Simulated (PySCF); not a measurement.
# C₃H₉B: geometry, NMR shifts, spin-spin couplings, electronic excitations and core binding energies

What NMR shifts, spin-spin couplings, electronic excitations and core binding energies should C₃H₉B (`CBCC`) show?

The runs use PySCF 2.14.0, with density-fitted response routines of our own; the level of theory stands in each step. All values are computed, except where a source is named. Atoms count from 0, in the outputs and in this text.

## Step 1: The starting structure

13 atoms, charge 0, multiplicity 1; geometry from: GFN2-xTB.

Bonds of the start (Å): C0–B1 1.57, B1–C2 1.58, C2–C3 1.53, C0–H4 1.09, C0–H5 1.09, C0–H6 1.09, B1–H7 1.17, C2–H8 1.10, C2–H9 1.10, C3–H10 1.09, C3–H11 1.09, C3–H12 1.09.

## Step 2: Optimising the geometry at PBE0-D3(BJ)/def2-SVP

Job settings and geometry (Å):

```
{"job": {"xc": "PBE0", "basis": "def2-SVP", "d3": "d3bj", "grid": 1, "kind": "geom"}, "charge": 0, "multiplicity": 1}
C      1.522999     0.756115    -0.250071
B      0.938842    -0.660564     0.091802
C     -0.598218    -0.906861     0.343314
C     -1.536562     0.296737     0.252608
H      2.582676     0.857483    -0.027634
H      0.993834     1.577987     0.225874
H      1.416748     0.911546    -1.325583
H      1.654395    -1.591443     0.129614
H     -0.943226    -1.674452    -0.358138
H     -0.717526    -1.367710     1.330069
H     -2.570012    -0.001685     0.423486
H     -1.274288     1.044206     0.998128
H     -1.474051     0.759128    -0.729790
```

**Question.** This job is followed by: GIAO PBE0/pcSseg-1 NMR shielding, non-relativistic, gas phase; B3LYP/pcJ-1 indirect spin-spin coupling, non-relativistic, gas phase; TDDFT CAM-B3LYP/def2-SVPD, vertical, gas phase, core orbitals frozen in the response; GIAO PBE0/pcSseg-2 NMR shielding, non-relativistic, gas phase; delta-SCF UKS SCAN, pcX-2 on the ionised atom, pcseg-1 elsewhere, spin-free X2C. What will the session give for the following? point group; rotational constants (main isotopes); 13C shifts against TMS (PBE0/pcSseg-1); 1H shifts against TMS (PBE0/pcSseg-1, means over atoms taken as alike); 11B shifts against BF3·OEt2 (PBE0/pcSseg-1); largest coupling of the table (B3LYP/pcJ-1); lowest singlet (CAM-B3LYP/def2-SVPD); brightest single state of those computed; lowest triplet; vertical ionisation energy (ΔSCF); C1s binding energies, SCAN/pcX-2; B1s binding energies, SCAN/pcX-2; range of the shift of B1.

**Answer**, as computed:

| quantity | value |
| --- | --- |
| point group | C1 |
| rotational constants (main isotopes) | 13.36, 4.73, 3.73 GHz |
| 13C shifts against TMS (PBE0/pcSseg-1) | 26.6, 13.4, 10.0 ppm |
| 1H shifts against TMS (PBE0/pcSseg-1, means over atoms taken as alike) | 7.50, 1.54, 1.09, 1.08 ppm |
| 11B shifts against BF3·OEt2 (PBE0/pcSseg-1) | 89.0 ppm |
| largest coupling of the table (B3LYP/pcJ-1) | 1J(C,H) C3–H10, 131.5 Hz |
| lowest singlet (CAM-B3LYP/def2-SVPD) | 6.08 eV (204 nm), f = 0.002 |
| brightest single state of those computed | state 4, 8.26 eV, f = 0.086 |
| lowest triplet | 5.54 eV |
| vertical ionisation energy (ΔSCF) | 10.78 eV |
| C1s binding energies, SCAN/pcX-2 | C3 290.52, C0 290.12, C2 290.09 eV |
| B1s binding energies, SCAN/pcX-2 | B1 195.69 eV |
| range of the shift of B1 | 89.0 to 91.0 ppm |

In words: The optimisation took 9 steps and gained 0.073 eV; among the close pairs (by a distance rule), B1–H7 changed most, from 1.175 to 1.217 Å. At PBE0/pcSseg-1: The largest span, 189 ppm, is at B1, where the paramagnetic term is -179 ppm. Of the pairs tabulated at B3LYP/pcJ-1, C3–H10 (mean over like pairs) couples most strongly (131.5 Hz; Fermi contact 129.6 Hz). Couplings across rotatable bonds belong to this one conformer; where others are populated, the observed values are averages. The first singlet state (HOMO→LUMO 0.90) lies at 6.08 eV and is weak; of the 10 states computed, the strongest absorption comes from state 4 at 8.26 eV (the last state computed is bright too, and its partners may lie past the list). The lowest triplet lies 0.54 eV below the lowest singlet (triplets in Tamm-Dancoff, singlets in full TDDFT). The orbital energy would give 9.86 eV for ionisation, ΔSCF gives 10.78 eV. The C1s levels kept as sound span 0.43 eV, from C2 (sp3 CH2 bonded to B) up to C3 (methyl carbon). In ppm, B1 moves most: its shift spreads over 1.9 ppm, from 89.0 (PBE0/pcSseg-1) to 91.0 (PBE0/pcSseg-2).
